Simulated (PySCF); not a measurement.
# Ways to converge the SCF of ZnBr⁺

The same problem is solved with other solver options, one edit a run.

Computed with PySCF 2.14.0. Level: each script names its method and basis.

5 further runs of the same task are left out: 5 that didn't finish.

## Step 1: Where the work starts

ZnBr⁺: 2 atoms, charge 1, spin multiplicity 1.

Bond lengths: Zn1–Br2 2.237 Å.

## Step 2: The run that the others are compared with

Input file input.py:

```python
from pyscf import gto, scf

mol = gto.M(
    atom='Zn 0 0 0; Br 0 0 2.237',
    basis='sto-3g',
    charge=1,
    spin=0,
    symmetry=True,
    verbose=4,
)
mf = scf.RHF(mol)
mf.kernel()
mf.dip_moment()
print('orbital energies (hartree):', mf.mo_energy[..., max(0, mol.nelec[1]-3):mol.nelec[0]+3].round(4))
```

Command:

```
> python input.py
```

The log of this run is left out.

It gives: E(SCF) = -4301.827559 Eh, 10 cycles.

The bond length is a typed value, not an optimised one. The dipole of an ion depends on the origin.

## Step 3: Point-group symmetry off

Variant 1 changes point-group symmetry: on → off.

Input file input.py:

```python
from pyscf import gto, scf

mol = gto.M(
    atom='Zn 0 0 0; Br 0 0 2.237',
    basis='sto-3g',
    charge=1,
    spin=0,
    verbose=4,
)
mf = scf.RHF(mol)
mf.kernel()
mf.dip_moment()
print('orbital energies (hartree):', mf.mo_energy[..., max(0, mol.nelec[1]-3):mol.nelec[0]+3].round(4))
```

Command:

```
> python input.py
```

## Step 4: Initial guess huckel

Variant 2 changes initial guess: minao → huckel.

Edit input.py of step 2 so:

```diff
@@ -11,2 +11,3 @@
 mf = scf.RHF(mol)
+mf.init_guess = 'huckel'
 mf.kernel()
```

## Step 5: Damping 0.5

Variant 3 changes damping: none → 0.5.

Edit input.py of step 2 so:

```diff
@@ -11,2 +11,4 @@
 mf = scf.RHF(mol)
+mf.damp = 0.5
+mf.diis_start_cycle = 8
 mf.kernel()
```

What does the calculation give? Wanted: for each run, E(SCF); from base; gap.

**Answer**, as computed:

| run | E(SCF) (hartree) | from base (eV) | cycles | gap (eV) |
| --- | --- | --- | --- | --- |
| base | -4301.827559 | 0 | 10 | 12.35 |
| point-group symmetry off | -4301.827559 | 0.0000 | 10 | 12.35 |
| initial guess huckel | -4301.827559 | 0.0000 | 17 | 12.35 |
| damping 0.5 | -4301.827559 | 0.0000 | 14 | 12.35 |

Distance from each run's final energy (log10 hartree) by cycle:

| run | cycle 1 | cycle 2 | cycle 3 | cycle 5 | cycle 8 | cycle 12 |
| --- | --- | --- | --- | --- | --- | --- |
| base | -0.8 | -1.7 | -2.4 | -4.3 | -8.4 | done |
| point-group symmetry off | -0.8 | -1.7 | -2.4 | -4.3 | -8.4 | done |
| initial guess huckel | 0.3 | 1.2 | -0.1 | -0.2 | -1.1 | -5.1 |
| damping 0.5 | -0.8 | -1.1 | -1.5 | -2.2 | -3.4 | -7.7 |

The SCF energy stays the same, to the digits that matter, with point-group symmetry off or initial guess huckel or damping 0.5. The base needs 10 cycles and the run with initial guess huckel needs 17.
